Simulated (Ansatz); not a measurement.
# BAs+ (quartet): wave-function methods side by side at distance B1–As2 = 1.730 Å, cc-pVDZ

How much of the correlation energy of BAs+ (quartet) does each wave-function method recover here?

Method: cc-pVDZ, core rule «outside noble gas», up to 15 orbitals frozen; program: Ansatz 0.2.0, Gaussian basis.

The runs, in order: UHF; CCSD(T) on ROHF; CCSD(T) on UHF; BCCD(T) on ROHF; CISD; CCSDT(Q) on ROHF; CCSDT(Q) on UHF; CASSCF and MRCISD+Q, 5 electrons in 5 orbitals; CASSCF and NEVPT2, 5 electrons in 5 orbitals; CASSCF and MRCISD+Q, 7 electrons in 8 orbitals; CASSCF and NEVPT2, 7 electrons in 8 orbitals; Full CI.

19 further runs of the same task are left out: 14 that didn't finish, 5 set aside as unsound or not needed.

## 1. The system

The geometry derives from a PBE0/def2-TZVP stationary point (not a proven minimum). One bond is set to the value named and the two fragments are kept rigid. No spin-orbit coupling is included. The filled d shell of As may be among the frozen orbitals whatever the setting's name suggests; the logs give the count.

2 atoms, charge 1, spin multiplicity 4.

Atoms are counted from 1 here; the program's logs count them from 0.

Bond lengths: B1–As2 1.730 Å.

## 2. UHF

in.yaml

```yaml
crystal:
  periodic: [false, false, false]
  atoms:
    - {symbol: B, position_ang: [0.000000, 0.000000, 0.000000]}
    - {symbol: As, position_ang: [0.000000, 0.000000, 1.730000]}
basis:
  gaussian: {orbitals: cc-pVDZ}
total_charge: 1
magnetization: {spin_polarized: true, initial_magnetization: 3}
hamiltonian: {xc: hf}
output: {orbitals: {seedname: orbitals}}
```

Command:

```bash
ansatz run in.yaml --threads 1 --pin off --events-out ev --progress --plain --max-ram 2393MiB
```

The runs that follow: CCSD(T) on ROHF; CCSD(T) on UHF; BCCD(T) on ROHF; CISD; CCSDT(Q) on ROHF; CCSDT(Q) on UHF; CASSCF and MRCISD+Q, 5 electrons in 5 orbitals; CASSCF and NEVPT2, 5 electrons in 5 orbitals; CASSCF and MRCISD+Q, 7 electrons in 8 orbitals; CASSCF and NEVPT2, 7 electrons in 8 orbitals; Full CI.

Q: Predict the results of all the runs planned. Wanted: FCI from the RHF energy; RMP2 from FCI; UMP2 from FCI; RCCSD from FCI; RCCSD(T) from FCI; UCCSD(T) from FCI; RCCSDT(Q) from FCI; UCCSDT(Q) from FCI; NEVPT2 pair from FCI.

The runs gave:

| quantity | value |
| --- | --- |
| FCI from the ROHF energy | -3.5467 eV |
| RMP2 from FCI | +858.5 meV |
| UMP2 from FCI | +873.2 meV |
| RCCSD from FCI | +173.2 meV |
| RCCSD(T) from FCI | +42.9 meV |
| UCCSD(T) from FCI | +36.9 meV |
| RCCSDT(Q) from FCI | +1.3 meV |
| UCCSDT(Q) from FCI | -5.6 meV |
| NEVPT2 pair from FCI | +897.7 meV |
| MRCISD+Q pair from FCI | +54.4 meV |
| NEVPT2 valence from FCI | +468.9 meV |
| levels within 1 kcal/mol (43 meV) | RCCSD(T), UCCSD(T), RCCSDT, UCCSDT, RCCSDT(Q), UCCSDT(Q), MRCISD+Q valence |
| T1 diagnostic | 0.029 |
| effectively unpaired electrons | 3.05 |

**Reading.** RCCSD(T) misses by +42.9 meV, 1.2 % of the correlation energy. UCCSDT(Q) falls below full CI: unrestricted runs freeze a spin-polarised core, another one than full CI's, and coupled cluster isn't variational. One determinant dominates. Of the multireference levels listed MRCISD+Q valence comes nearest in total energy (+7.6 meV), which doesn't show that its space is the better one. These misses are within one basis, not against nature; the frozen cores of restricted and unrestricted runs differ, which can shift their rows.

Levels on UHF freeze UHF's core orbitals, full CI those of ROHF, so the U rows can settle a little off it for that reason alone.

With open shells the CI space here admits some triples and quadruples, so it is larger than plain CISD.
